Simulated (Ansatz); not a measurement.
Bi, space group Im-3m: a check of PAW against all-electron LAPW, run with Ansatz 0.2.0, Python API.

Input file `bi.extxyz`:
```text
1
Lattice="-1.98143053 1.98143053 1.98143053 1.98143053 -1.98143053 1.98143053 1.98143053 1.98143053 -1.98143053" Properties=species:S:1:pos:R:3 pbc="T T T"
Bi    0.00000000    0.00000000    0.00000000
```

The script, `paw_lapw.py`:
```python
"""Checking the PAW result for Bi with LAPW."""

import ansatz
import numpy as np


def count_gap(report):
    # lowest empty less highest filled band, counting bands; zero where they overlap
    return max(report.get("gap_by_band_count_ev") or 0.0, 0.0)


def main() -> None:
    cell = ansatz.Crystal.from_extxyz("bi.extxyz")

    calculation = (
        cell.calculation()
        .functional("pbesol")
        .kpoints(9, 9, 9)
        .occupations("cold")  # smearing steadies the SCF of a metal
        .stress()
        .forces()
        .band_table()  # levels at the mesh points
    )
    variants = {
        "PAW": calculation.pseudopotentials("paw"),
        "LAPW": calculation.pseudopotentials("all_electron", lapw=True),
    }
    # totals differ by the cores that each treatment holds, so compare what does not depend on them
    rows = []
    for label, variant in variants.items():
        summary = variant.run().report
        levels = np.array(summary["eigenvalues_ev"][0]) - summary["fermi_energy_ev"]
        print(label, "levels at the first k-point near E_F:", np.round(levels[np.abs(levels) < 5], 3))
        rows.append((label, summary["n_electrons"], np.trace(summary["stress_gpa"]) / 3, count_gap(summary)))
    for row in rows:
        print("; ".join(f"{name} = {round(v, 4) if isinstance(v, float) else v}" for name, v in zip(["treatment", "electrons in bands", "P GPa", "gap by band count eV"], row)))


if __name__ == "__main__":
    main()
```

How well do the two treatments of the cores agree on the pressure?

PAW gives -2.038 GPa and LAPW -2.020 GPa, 0.018 GPa apart. They took 0.8 and 5.0 s of processor time.

What the script printed:

Output of `python paw_lapw.py`:
```text
DeckWarning: basis.ecutwfc = 420 eV, auto-derived from the records' recommended cutoffs: set by Bi (normal level)
PAW levels at the first k-point near E_F: []
LAPW levels at the first k-point near E_F: []
treatment = PAW; electrons in bands = 15.0; P GPa = -2.0384; gap by band count eV = 0.0
treatment = LAPW; electrons in bands = 37.0; P GPa = -2.0204; gap by band count eV = 0.0
```
(Warnings from the package without file and line.)

What to keep in mind:
- For a metal this k-point mesh is coarse: on a finer one energies can move by several to tens of meV an atom and pressures by half a GPa or more, differences at one mesh by less.
- A gap by band count of zero or less means overlapping bands, a metal, and at an odd count of electrons it is no gap at all.
- This isn't the structure that Bi takes at ambient conditions.
- Levels are Kohn-Sham eigenvalues on this mesh, without spin-orbit coupling.
- Pressure is positive in compression; the treatments may keep other shells as core, so totals and counts of electrons can differ.
- Run time: 6.6 s on 1 thread of Arm Neoverse V1 (shared host), peak memory 0.4 GiB.

(A comment or docstring line of the script was reworded after the run, the code is as it ran; lines on the test bed's own set-up are left out of the output.)
